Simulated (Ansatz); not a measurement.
# AlBr2 (SMILES [Br][Al][Br]) at UMP2/cc-pVTZ

Aim: the energy change on altering one bond length of AlBr2 at UMP2/cc-pVTZ, from 2 runs. 

The calculation is run with Ansatz 0.2.0.

14 further runs of the same task are left out: 14 set aside as unsound or not needed. Runs told in other sessions of the task aren't counted.

### Step 1. The molecule

AlBr2: 3 atoms, total charge 0, spin state doublet. As SMILES, `[Br][Al][Br]`. The coordinates come from a PBE0-D4/def2-TZVP relaxation.

Bond lengths: Br1–Al2 2.266 Å, Al2–Br3 2.266 Å. Angles: Br1–Al2–Br3 119.1°.

### Step 2. A single-point energy at UMP2/cc-pVTZ

molecule.yaml

```yaml
crystal:
  periodic: [false, false, false]
  atoms:
    - {symbol: Br, position_ang: [0.607000, 1.799800, 0.519400]}
    - {symbol: Al, position_ang: [0.569000, -0.451900, 0.265200]}
    - {symbol: Br, position_ang: [-1.186900, -1.412700, -0.797800]}
basis:
  gaussian: {orbitals: cc-pVTZ}
magnetization: {spin_polarized: true, initial_magnetization: 1}
correlation: {method: mp2, frozen_orbitals: {Al: 5, Br: 9}}
accuracy: high
```

Run with:

```sh
$ ansatz run molecule.yaml --threads 1 --pin off --max-ram 2610MiB --events-out events.jsonl --progress --plain --runs-dir runs
```

The log of the run:

```text
Warning: RAYON_NUM_THREADS=1 ignored (pool sized by the plan → 1); use --threads N
Functional definition: HF
  name "HF"
  exchange = exact_x
  correlation = 0
1722 factors; integrals over basis functions are off by at most 3.9e-9 eV
mean field evaluation 1: about -146585.6063 eV, gradient 1.0e1 eV
mean field evaluation 2: about -146585.7485 eV, gradient 1.1e1 eV
mean field evaluation 4: about -146586.9610 eV, gradient 1.8e0 eV
mean field evaluation 8: about -146587.0644 eV, gradient 2.8e-1 eV
mean field evaluation 16: about -146587.0670 eV, gradient 2.1e-8 eV
mean field -146587.06698719 eV, -5386.9753514966 hartree, gradient 2.5e-8 eV, S^2 0.754860; 0 other end points of the search recorded, 0 dependent functions left out
23 core orbitals not correlated: weight in the atoms' cores, before any rotation towards them, 1.000 or more for the frozen orbitals, at most 0.000 for the correlated occupied ones
reference -146587.06698719 eV, -5386.9753514966 hartree; 19, 18 occupied and 78, 79 virtual orbitals, 1722 factors
second order -13.40639087 eV of doubles, -0.00000000 eV of singles
Total energy: -146600.47337806 eV, -5387.4680272739 hartree
```

Wall time 11 s (1 thread of Arm Neoverse V2, shared host); peak memory 0.5 GiB.

### Step 3. The distorted shape

in.yaml

```yaml
basis:
  gaussian:
    orbitals: cc-pVTZ
crystal:
  periodic: [false, false, false]
  atoms:
    - symbol: Br
      position_ang: [1.484944, 2.280197, 1.050896]
    - symbol: Al
      position_ang: [1.446944, 0.028497, 0.796696]
    - symbol: Br
      position_ang: [-1.186900, -1.412700, -0.797800]
accuracy: high
correlation:
  method: mp2
  frozen_orbitals: {Al: 5, Br: 9}
magnetization:
  spin_polarized: true
  initial_magnetization: 1
```

Run with:

```sh
$ ansatz run in.yaml --threads 1 --pin off --max-ram 2610MiB --events-out events.jsonl --progress --plain --runs-dir runs
```

The log of the run, cut to the lines that bear on the results:

```text
Warning: RAYON_NUM_THREADS=1 ignored (pool sized by the plan → 1); use --threads N
[... 2 set-up lines as earlier in the session ...]
[...]
1659 factors; integrals over basis functions are off by at most 4.2e-9 eV
[...]
mean field -146585.10601340 eV, -5386.9032870391 hartree, gradient 5.4e-8 eV, S^2 0.922904; 12 other end points of the search recorded, 0 dependent functions left out
23 core orbitals not correlated: weight in the atoms' cores, before any rotation towards them, 1.000 or more for the frozen orbitals, at most 0.000 for the correlated occupied ones
reference -146585.10601340 eV, -5386.9032870391 hartree; 19, 18 occupied and 78, 79 virtual orbitals, 1659 factors
second order -12.95073349 eV of doubles, -0.00000000 eV of singles
Total energy: -146598.05674689 eV, -5387.3792177163 hartree
```

Run time: 46 s. Hardware: 1 thread of Arm Neoverse V2, shared host; peak memory 0.61 GiB.

### Step 4. What came out

At UMP2/cc-pVTZ, 23 core orbitals frozen:

| quantity | value |
| --- | --- |
| first shape: total energy | -5387.46803 Eh |
| first shape: correlation energy (23 core orbitals frozen) | -492.7 mEh |
| first shape: ⟨S²⟩ of the reference determinant | 0.755 |
| distorted shape: total energy | -5387.37922 Eh |
| distorted shape: correlation energy (23 core orbitals frozen) | -475.9 mEh |
| distorted shape: ⟨S²⟩ of the reference determinant | 0.923 |
| energy change with the Al2–Br3 bond stretched from 2.266 to 3.400 Å | 2.417 eV |

**Reading.** With the Al2–Br3 bond stretched from 2.266 to 3.400 Å the energy rises by 2.42 eV (233 kJ/mol). The first shape isn't relaxed at this level, so the change isn't measured from a minimum. ⟨S²⟩ (distorted shape) is 0.92 where a pure doublet has 0.75: the reference is spin-contaminated.
